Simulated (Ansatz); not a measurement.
# C₂FNa (SMILES FC#[C][Na]): functionals against CCSD(T) at one geometry

How do the functionals fare away from a minimum? The structure is a structure displaced at random from a GFN2-xTB minimum.

The runs use Ansatz 0.2.0, Gaussian basis; single points in def2-TZVPP.

Cores are frozen in the correlated methods. The outer core shell of Li, Na, Mg and K is correlated.

### Step 1. Starting geometry

4 atoms, charge 0, spin multiplicity 1.

Atoms are counted from 1 here; the program's logs count them from 0.

Bond lengths: C2–C3 1.266 Å, C3–Na4 2.342 Å. Angles: C2–C3–Na4 161.3°.

As a file:

```mol
C2FNa
  3D, bonds by distance, orders not assigned

  4  2  0  0  0  0  0  0  0  0999 V2000
    2.0302   -0.1954    1.3000 F   0  0
    0.7469   -0.0858    0.4238 C   0  0
   -0.1880    0.1256   -0.4026 C   0  0
   -2.3095    0.1422   -1.3949 Na  0  0
  2  3  8  0
  3  4  8  0
M  END
```

### Step 2. CCSD(T)/def2-TZVPP

Contents of run/in.yaml:

```yaml
crystal:
  periodic: [false, false, false]
  atoms:
    - {symbol: F, position_ang: [2.030200, -0.195400, 1.300000]}
    - {symbol: C, position_ang: [0.746900, -0.085800, 0.423800]}
    - {symbol: C, position_ang: [-0.188000, 0.125600, -0.402600]}
    - {symbol: Na, position_ang: [-2.309500, 0.142200, -1.394900]}
basis:
  gaussian: {orbitals: def2-TZVPP}
correlation: {method: ccsd_t}
output: {forces: true}
```

The command line of these runs was not kept.

### Step 3. PBE0-D4/def2-TZVPP

run/in.yaml, as its differences from that of step 2:

```diff
@@ -9,3 +9,3 @@
   gaussian: {orbitals: def2-TZVPP}
-correlation: {method: ccsd_t}
-output: {forces: true}
+hamiltonian: {xc: pbe0, dispersion: d4}
+output: {forces: true, orbitals: {seedname: orbitals}}
```

### Step 4. wB97M-V/def2-TZVPP

run/in.yaml, as its differences from that of step 3:

```diff
@@ -9,3 +9,3 @@
   gaussian: {orbitals: def2-TZVPP}
-hamiltonian: {xc: pbe0, dispersion: d4}
-output: {forces: true, orbitals: {seedname: orbitals}}
+hamiltonian: {xc: {name: wB97M-V}}
+output: {forces: true}
```

### Step 5. r2SCAN-D4/def2-TZVPP

run/in.yaml, as its differences from that of step 4:

```diff
@@ -9,3 +9,3 @@
   gaussian: {orbitals: def2-TZVPP}
-hamiltonian: {xc: {name: wB97M-V}}
+hamiltonian: {xc: r2scan, dispersion: d4}
 output: {forces: true}
```

### Step 6. PBE-D4/def2-TZVPP

run/in.yaml, as its differences from that of step 5:

```diff
@@ -9,3 +9,3 @@
   gaussian: {orbitals: def2-TZVPP}
-hamiltonian: {xc: r2scan, dispersion: d4}
+hamiltonian: {xc: pbe, dispersion: d4}
 output: {forces: true}
```

### Step 7. B97M-V/def2-TZVPP

run/in.yaml, as its differences from that of step 6:

```diff
@@ -9,3 +9,3 @@
   gaussian: {orbitals: def2-TZVPP}
-hamiltonian: {xc: pbe, dispersion: d4}
+hamiltonian: {xc: {name: B97M-V}}
 output: {forces: true}
```

### Step 8. r2SCAN0-D4/def2-TZVPP

run/in.yaml, as its differences from that of step 7:

```diff
@@ -9,3 +9,3 @@
   gaussian: {orbitals: def2-TZVPP}
-hamiltonian: {xc: {name: B97M-V}}
+hamiltonian: {xc: {name: r2SCAN0}, dispersion: d4}
 output: {forces: true}
```

(Steps that only read results are left out.)

Q: Predict the outcome of this session. Wanted: energy less free atoms, CCSD(T)/def2-TZVPP; RMS force component; RMS force error; HOMO and LUMO, PBE0-D4; T1 diagnostic.

As calculated:

```
                                  quantity                                                                                             value
energy less free atoms, CCSD(T)/def2-TZVPP                                                                                   -316.6 kcal/mol
                       RMS force component                                                              1.751 to 2.095 eV/Å over the methods
                           RMS force error  PBE0-D4 0.481, wB97M-V 0.643, r2SCAN-D4 0.290, PBE-D4 0.145, B97M-V 0.433, r2SCAN0-D4 0.615 eV/Å
                    HOMO and LUMO, PBE0-D4                                                                                -6.18 and -1.82 eV
                             T1 diagnostic                                                                                             0.016
```

Against CCSD(T) the functionals' energies less atoms differ by -34.5 to +7.2 kcal/mol, PBE-D4 by -34.5 kcal/mol. The reference is not at the basis limit: in triple zeta CCSD(T) underbinds, which counts against methods that bind more; the gaps are no ranking. On forces the order runs from PBE-D4 to wB97M-V. Frozen-core CCSD(T) forces in triple zeta carry basis errors of their own, and this is one geometry, so small gaps rank nothing. The restricted Hartree–Fock reference is unstable towards an unrestricted one at one or more of these structures.
